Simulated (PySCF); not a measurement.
# AsH+: from the state search to spectroscopic constants

One job finds the state of AsH+, follows it along the bond with each method and fits the curves.

Computed with PySCF 2.14.0. Level: As aug-pcseg-1, H aug-pcseg-1, no relativity.

## Step 1: Input

The job is set up so:

```yaml
atoms: As, H
charge: 1
basis: As aug-pcseg-1, H aug-pcseg-1
Hamiltonian: no relativity
basis_functions: 45
electrons_treated: 33
masses_in_u: 74.9216, 1.0078
levels: PBE0, PBE, r²SCAN, BP86, PW91, B97-3, LC-ωPBE, HF, MP2, SCS-MP2, CCSD, CCSD(T)
grid: 80 radial by 434 angular points
occupations: held fixed by the projection of orbital angular momentum
dissociation_limit: As+ + H, each in its ground configuration
starting_distance_in_angstrom: 1.595
values_of_2S_to_try: 1, 3
```

Launch:

```console
$ OMP_NUM_THREADS=1 python dia.py task.json out
```

After the search, every level is run at each distance in turn; below they are sorted by level.

## Step 2: State search with unrestricted PBE0

Unrestricted PBE0 solutions at 1.595 Å, counted from the lowest. The search isn't exhaustive.

| 2Ms+1 | unpaired | term | E (eV) | ⟨S²⟩ | ⟨Lz²⟩ | μ (D) |
| --- | --- | --- | --- | --- | --- | --- |
| 2 | π ↑ | ²Π | 0.00 | 0.75 | 1.00 | 0.86 |
| 4 | σ ↑, π ↑↑ | ⁴Σ⁻ | 1.73 | 3.75 | 0.00 | 1.40 |
| 2 | σ ↓, π ↑↑ | not assigned | 2.39 | 1.77 | 0.00 | 1.55 |
| 2 | σ ↑, π ↑↓ | not assigned | 2.51 | 1.76 | 2.01 | 1.50 |
| 2 | σ ↑ | not assigned | 3.70 | 0.76 | 2.00 | 1.49 |
| 4 | σ ↑↑, π ↑ | ⁴Π | 6.94 | 3.75 | 1.00 | 0.33 |

6 of 10 solutions are listed, lowest first.

A term symbol stands only where ⟨S²⟩ and ⟨Lz²⟩ are near those of a pure state. A positive dipole points from As to H; in an ion it is taken about the centre of mass and does not tell which atom is negative.

The most promising solutions are followed along the bond (rough minima from three points):

| 2Ms+1 | unpaired | R at minimum (Å) | energy at minimum (eV) |
| --- | --- | --- | --- |
| 2 | π ↑ | 1.54 | 0.00 |
| 4 | σ ↑, π ↑↑ | 1.64 | 1.75 |

The search made 10 SCF attempts at the starting distance; with the short scans it took 8.4 s of wall time (1 thread of Arm Neoverse N1, shared host).

## Step 3: First curve: PBE0

State followed: ²Π (doublet), unpaired electrons π ↑. The scan is laid around 1.540 Å.

Log of the SCF at 1.540 Å:

```text
******** <class 'pyscf.dft.uks_symm.SymAdaptedUKS'> ********
method = SymAdaptedUKS
initial guess = minao
damping factor = 0
level_shift factor = 0
DIIS = <class 'pyscf.scf.diis.CDIIS'>
diis_start_cycle = 1
diis_space = 10
diis_damp = 0
SCF conv_tol = 1e-09
SCF conv_tol_grad = None
SCF max_cycles = 60
direct_scf = False
max_memory 909 MB (current use 259 MB)
number electrons alpha = 17  beta = 16
XC library pyscf.dft.libxc version 7.0.0
    S. Lehtola, C. Steigemann, M. J.T. Oliveira, and M. A.L. Marques.,  SoftwareX 7, 1–5 (2018)
XC functionals = PBE0
    C. Adamo and V. Barone.,  J. Chem. Phys. 110, 6158 (1999)
    M. Ernzerhof and G. E. Scuseria.,  J. Chem. Phys. 110, 5029 (1999)
small_rho_cutoff = 0
Overwritten attributes  get_occ get_j get_k get_jk get_hcore  of <class 'pyscf.dft.uks_symm.SymAdaptedUKS'>
<class 'pyscf.dft.uks_symm.SymAdaptedUKS'> does not have attributes  refdm
Set gradient conv threshold to 3.16228e-05
init E= -2235.5572802612
cycle= 1 E= -2235.5321584272  delta_E= 0.0251  |g|= 0.00979  |ddm|= 0.0445
cycle= 2 E= -2235.53222789187  delta_E= -6.95e-05  |g|= 0.00527  |ddm|= 0.0271
cycle= 3 E= -2235.53225567257  delta_E= -2.78e-05  |g|= 0.000646  |ddm|= 0.0109
cycle= 4 E= -2235.532255962  delta_E= -2.89e-07  |g|= 8.83e-05  |ddm|= 0.00183
cycle= 5 E= -2235.53225596894  delta_E= -6.95e-09  |g|= 2.03e-05  |ddm|= 0.000172
cycle= 6 E= -2235.5322559702  delta_E= -1.26e-09  |g|= 7.12e-06  |ddm|= 9.35e-05
cycle= 7 E= -2235.53225597038  delta_E= -1.81e-10  |g|= 1.21e-06  |ddm|= 4.75e-05
Extra cycle  E= -2235.53225597039  delta_E= -5e-12  |g|= 5.11e-07  |ddm|= 4.28e-06
converged SCF energy = -2235.53225597039  <S^2> = 0.75328748  2S+1 = 2.0032848
```

Points of the scan, energies from the lowest:

| R (Å) | E (eV) | μ (D) | Mulliken charge of As (e) | Mayer bond order | ⟨S²⟩ | HOMO (eV) | LUMO (eV) |
| --- | --- | --- | --- | --- | --- | --- | --- |
| 1.3244 | 0.5753 | 0.97 | 0.63 | 0.80 | 0.75 | -15.09 | -12.61 |
| 1.3860 | 0.2650 | 0.93 | 0.61 | 0.79 | 0.75 | -15.06 | -12.58 |
| 1.4476 | 0.0861 | 0.91 | 0.59 | 0.78 | 0.75 | -15.03 | -12.55 |
| 1.4938 | 0.0198 | 0.89 | 0.59 | 0.78 | 0.75 | -15.01 | -12.54 |
| 1.5400 | 0.0000 | 0.88 | 0.59 | 0.79 | 0.75 | -15.00 | -12.52 |
| 1.5862 | 0.0182 | 0.86 | 0.59 | 0.79 | 0.75 | -14.98 | -12.51 |
| 1.6478 | 0.0894 | 0.86 | 0.60 | 0.80 | 0.75 | -14.96 | -12.49 |
| 1.7248 | 0.2352 | 0.86 | 0.62 | 0.82 | 0.75 | -14.94 | -12.47 |
| 1.8172 | 0.4670 | 0.87 | 0.64 | 0.85 | 0.75 | -14.92 | -12.45 |
| 1.9404 | 0.8319 | 0.92 | 0.68 | 0.87 | 0.76 | -14.89 | -12.42 |

Constants from the curve: Re = 1.539 Å, ωe = 2205 cm⁻¹, ωexe = 32.5 cm⁻¹, αe = 0.178 cm⁻¹, Be = 7.153 cm⁻¹, De = 3.08 eV, μ = 0.88 D.

Orbitals nearest the gap at 1.540 Å:

| spin | orbital | ε (eV) | filled | made of |
| --- | --- | --- | --- | --- |
| α | σ | -25.48 | yes | As s 93 % |
| β | σ | -24.39 | yes | As s 89 % |
| α | σ | -17.37 | yes | As p 66 %, H s 22 % |
| β | σ | -17.03 | yes | As p 61 %, H s 25 %, As s 11 % |
| α | π | -15.00 | yes | As p 102 % |
| α | π | -12.52 | no | As p 101 % |
| β | π | -12.04 | no | As p 100 % |
| β | π | -10.87 | no | As p 99 % |
| α | σ | -6.17 | no | H s 63 %, As p 33 %, As d 14 % |

Polarisability there: 23.9 bohr³ along the bond, 18.2 across it.

## Step 4: Orbitals, density and potential

The fields below are evaluated on a grid from the run's orbitals.

Frontier orbitals at PBE0 (alpha spin), with the share of their density that lies nearest to each atom:

| orbital | energy (eV) | lies on |
| --- | --- | --- |
| HOMO | -15.00 | As1 88 %; H2 12 % |
| LUMO | -12.52 | As1 87 %; H2 13 % |

ELF in a plane through or near 2 of the atoms.

Ten even steps from '0' (0.00) to '9' (1.00):
```
0000000000000000000000000000
0000000000000000000000000000
0000000000000000000000000000
0000011111000000000000000000
0000122221000000011100000000
0001345543100012467641000000
0013577754211247899984100000
0124788732111269999997500000
0125888623664179999999710000
0136888436566169999999820000
0136888436566169999999820000
0125888623664179999999710000
0124788732111269999997500000
0013577754211247899984100000
0001345543100012466641000000
0000122221000000011100000000
0000011111000000000000000000
0000000000000000000000000000
0000000000000000000000000000
0000000000000000000000000000
```
The map spans 6.7 Å across and 5.2 Å up, centred on the molecule. Atoms in the plane (x, y in Å): As1 (-0.8, 0.0), H2 (0.8, 0.0).

On the surface of density 0.002 e/bohr³ the electrostatic potential runs, from the 1st to the 99th percentile, from 6.37 to 10.80 V.

The spin density lies nearest to As1 87 %; H2 13 %.

## Step 5: Other states along the same grid

State 2: ⁴Σ⁻ (quartet), unpaired electrons σ ↑, π ↑↑, an excited solution.

Log of the SCF at 1.540 Å:

```text
[... 13 set-up lines left out, the same as in an earlier log ...]
max_memory 909 MB (current use 315 MB)
number electrons alpha = 18  beta = 15
[... 7 set-up lines left out, the same as in an earlier log ...]
init E= -2235.48739556678
cycle= 1 E= -2235.46626141816  delta_E= 0.0211  |g|= 0.00617  |ddm|= 0.0443
cycle= 2 E= -2235.4663220527  delta_E= -6.06e-05  |g|= 0.00411  |ddm|= 0.0228
cycle= 3 E= -2235.46633973228  delta_E= -1.77e-05  |g|= 0.00115  |ddm|= 0.00757
cycle= 4 E= -2235.46634416201  delta_E= -4.43e-06  |g|= 0.000653  |ddm|= 0.0064
cycle= 5 E= -2235.46634481514  delta_E= -6.53e-07  |g|= 7.94e-05  |ddm|= 0.00236
cycle= 6 E= -2235.46634482962  delta_E= -1.45e-08  |g|= 4.97e-06  |ddm|= 0.000413
cycle= 7 E= -2235.46634482965  delta_E= -2.73e-11  |g|= 6.58e-07  |ddm|= 1.54e-05
Extra cycle  E= -2235.46634482965  delta_E= -9.09e-13  |g|= 2.06e-07  |ddm|= 2.04e-06
converged SCF energy = -2235.46634482965  <S^2> = 3.7522875  2S+1 = 4.0011436
```

Re = 1.640 Å, ωe = 1369 cm⁻¹, ωexe = 83.8 cm⁻¹, αe = 0.467 cm⁻¹, Be = 6.299 cm⁻¹, μ = 1.51 D. Its minimum lies 1.75 eV above that of the lowest state.

Energy (eV) from the lowest point of the lowest state:

| R (Å) | lowest | state 2 |
| --- | --- | --- |
| 1.324 | 0.575 | 2.465 |
| 1.386 | 0.265 | 2.151 |
| 1.448 | 0.086 | 1.949 |
| 1.494 | 0.020 | 1.853 |
| 1.540 | 0.000 | 1.794 |
| 1.586 | 0.018 | 1.761 |
| 1.648 | 0.089 | 1.750 |
| 1.725 | 0.235 | 1.770 |
| 1.817 | 0.467 | 1.823 |
| 1.940 | 0.832 | 1.916 |

## Step 6: PBE

The SCF at the reference distance, 1.540 Å, printed:

```text
[... 13 set-up lines left out, the same as in an earlier log ...]
max_memory 909 MB (current use 316 MB)
[... 3 set-up lines left out, the same as in an earlier log ...]
XC functionals = PBE
    J. P. Perdew, K. Burke, and M. Ernzerhof.,  Phys. Rev. Lett. 77, 3865 (1996)
    J. P. Perdew, K. Burke, and M. Ernzerhof.,  Phys. Rev. Lett. 78, 1396 (1997)
    J. P. Perdew, K. Burke, and M. Ernzerhof.,  Phys. Rev. Lett. 77, 3865 (1996)
    J. P. Perdew, K. Burke, and M. Ernzerhof.,  Phys. Rev. Lett. 78, 1396 (1997)
[... 2 set-up lines left out, the same as in an earlier log ...]
init E= -2235.47757019864
cycle= 1 E= -2235.47842530527  delta_E= -0.000855  |g|= 0.0131  |ddm|= 0.0851
cycle= 2 E= -2235.47845006368  delta_E= -2.48e-05  |g|= 0.00704  |ddm|= 0.0311
cycle= 3 E= -2235.47847314116  delta_E= -2.31e-05  |g|= 0.00171  |ddm|= 0.0172
cycle= 4 E= -2235.47847611251  delta_E= -2.97e-06  |g|= 0.000117  |ddm|= 0.00399
cycle= 5 E= -2235.47847612488  delta_E= -1.24e-08  |g|= 1.25e-05  |ddm|= 0.00029
cycle= 6 E= -2235.47847612506  delta_E= -1.74e-10  |g|= 2e-06  |ddm|= 3.36e-05
Extra cycle  E= -2235.47847612506  delta_E= -4.55e-12  |g|= 7.01e-07  |ddm|= 7.51e-06
converged SCF energy = -2235.47847612506  <S^2> = 0.75215326  2S+1 = 2.0021521
```

Re = 1.557 Å, ωe = 2115 cm⁻¹, ωexe = 33.4 cm⁻¹, αe = 0.183 cm⁻¹, Be = 6.993 cm⁻¹, De = 3.13 eV, μ = 0.81 D. 8.7 s of CPU time for 12 points, integrals apart.

## Step 7: r²SCAN (meta-GGA)

The SCF at the reference distance, 1.540 Å, printed:

```text
[... 17 set-up lines left out, the same as in an earlier log ...]
XC functionals = R2SCAN
    J. W. Furness, A. D. Kaplan, J. Ning, J. P. Perdew, and J. Sun.,  J. Phys. Chem. Lett. 11, 8208-8215 (2020)
    J. W. Furness, A. D. Kaplan, J. Ning, J. P. Perdew, and J. Sun.,  J. Phys. Chem. Lett. 11, 9248-9248 (2020)
    J. W. Furness, A. D. Kaplan, J. Ning, J. P. Perdew, and J. Sun.,  J. Phys. Chem. Lett. 11, 8208-8215 (2020)
    J. W. Furness, A. D. Kaplan, J. Ning, J. P. Perdew, and J. Sun.,  J. Phys. Chem. Lett. 11, 9248-9248 (2020)
[... 2 set-up lines left out, the same as in an earlier log ...]
init E= -2235.78774581178
cycle= 1 E= -2235.7881779139  delta_E= -0.000432  |g|= 0.00621  |ddm|= 0.0627
cycle= 2 E= -2235.78818727227  delta_E= -9.36e-06  |g|= 0.00249  |ddm|= 0.0143
cycle= 3 E= -2235.78818932689  delta_E= -2.05e-06  |g|= 0.000233  |ddm|= 0.00521
cycle= 4 E= -2235.78818936221  delta_E= -3.53e-08  |g|= 0.000102  |ddm|= 0.000722
cycle= 5 E= -2235.78818937279  delta_E= -1.06e-08  |g|= 1.59e-05  |ddm|= 0.000266
cycle= 6 E= -2235.78818937311  delta_E= -3.18e-10  |g|= 3.19e-06  |ddm|= 6.46e-05
Extra cycle  E= -2235.78818937314  delta_E= -2.32e-11  |g|= 1.37e-06  |ddm|= 1.4e-05
converged SCF energy = -2235.78818937314  <S^2> = 0.75457892  2S+1 = 2.0045737
```

Re = 1.537 Å, ωe = 2197 cm⁻¹, ωexe = 33.8 cm⁻¹, αe = 0.184 cm⁻¹, Be = 7.172 cm⁻¹, De = 3.18 eV, μ = 0.89 D. 12 s of CPU time for 12 points, integrals apart.

## Step 8: BP86

Output of the SCF at 1.540 Å:

```text
[... 17 set-up lines left out, the same as in an earlier log ...]
XC functionals = B88,P86
    A. D. Becke.,  Phys. Rev. A 38, 3098 (1988)
    J. P. Perdew.,  Phys. Rev. B 33, 8822 (1986)
[... 2 set-up lines left out, the same as in an earlier log ...]
init E= -2236.08604602572
cycle= 1 E= -2236.08702203365  delta_E= -0.000976  |g|= 0.0121  |ddm|=  0.1
cycle= 2 E= -2236.08704491332  delta_E= -2.29e-05  |g|= 0.00598  |ddm|= 0.0252
cycle= 3 E= -2236.08706056993  delta_E= -1.57e-05  |g|= 0.0016  |ddm|= 0.0145
cycle= 4 E= -2236.08706310763  delta_E= -2.54e-06  |g|= 0.00011  |ddm|= 0.00372
cycle= 5 E= -2236.0870631185  delta_E= -1.09e-08  |g|= 1.55e-05  |ddm|= 0.000286
cycle= 6 E= -2236.0870631187  delta_E= -2.06e-10  |g|= 1.78e-06  |ddm|= 3.78e-05
Extra cycle  E= -2236.0870631187  delta_E= 4.55e-13  |g|= 5.79e-07  |ddm|= 5.94e-06
converged SCF energy = -2236.0870631187  <S^2> = 0.75196395  2S+1 = 2.001963
```

Re = 1.557 Å, ωe = 2110 cm⁻¹, ωexe = 33.7 cm⁻¹, αe = 0.185 cm⁻¹, Be = 6.996 cm⁻¹, De = 3.30 eV, μ = 0.82 D. 6.2 s of CPU time for 12 points, integrals apart.

(Part 1 of 2 ends here.)
